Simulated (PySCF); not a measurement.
# C3H5F3Si: the cost of one run

Computed with PySCF 2.14.0, with density-fitted response routines of our own, on a single molecule in the gas phase. Atoms count from 0, in the outputs and in this text.

## Step 1: The molecule as given

12 atoms, charge 0, multiplicity 1; geometry from: GFN2-xTB. The atoms were then displaced at random by about 0.01 Å, so the start is not that level's minimum.

Bonds of the start (Å): F0–C1 1.38, C1–F2 1.35, C1–C3 1.54, C3–F4 1.39, C3–C5 1.51, C5–Si6 1.90, Si6–C3 1.89, C1–H7 1.09, C5–H8 1.07, C5–H9 1.08, Si6–H10 1.46, Si6–H11 1.44.

## Step 2: Optimising the geometry at PBE0-D3(BJ)/def2-SVP

Job settings and geometry (Å):

```
{"job": {"xc": "PBE0", "basis": "def2-SVP", "d3": "d3bj", "grid": 1, "shake": 0.01, "kind": "geom"}, "charge": 0, "multiplicity": 1}
F     -1.834080    -1.543050     0.251610
C     -1.507620    -0.234320    -0.022610
F     -1.659450     0.426760     1.146350
C     -0.051790    -0.141890    -0.528520
F     -0.086410    -0.384950    -1.898190
C      0.759600     1.065470    -0.108020
Si     1.448490    -0.586620     0.532790
H     -2.223760     0.176660    -0.739450
H      1.241970     1.562080    -0.919250
H      0.275700     1.765200     0.563150
H      1.141590    -0.949730     1.912150
H      2.535450    -1.183890    -0.199040
```

The run is started by

```sh
$ OMP_NUM_THREADS=1 python probes_run.py task.json out
```

The driver reads the jobs from task.json and runs them one after another.

**Question.** How long does this first job take on 1 thread of Arm Neoverse V1, shared host, and how much memory does it need?

About 66 s, with a peak of 0.55 GiB.
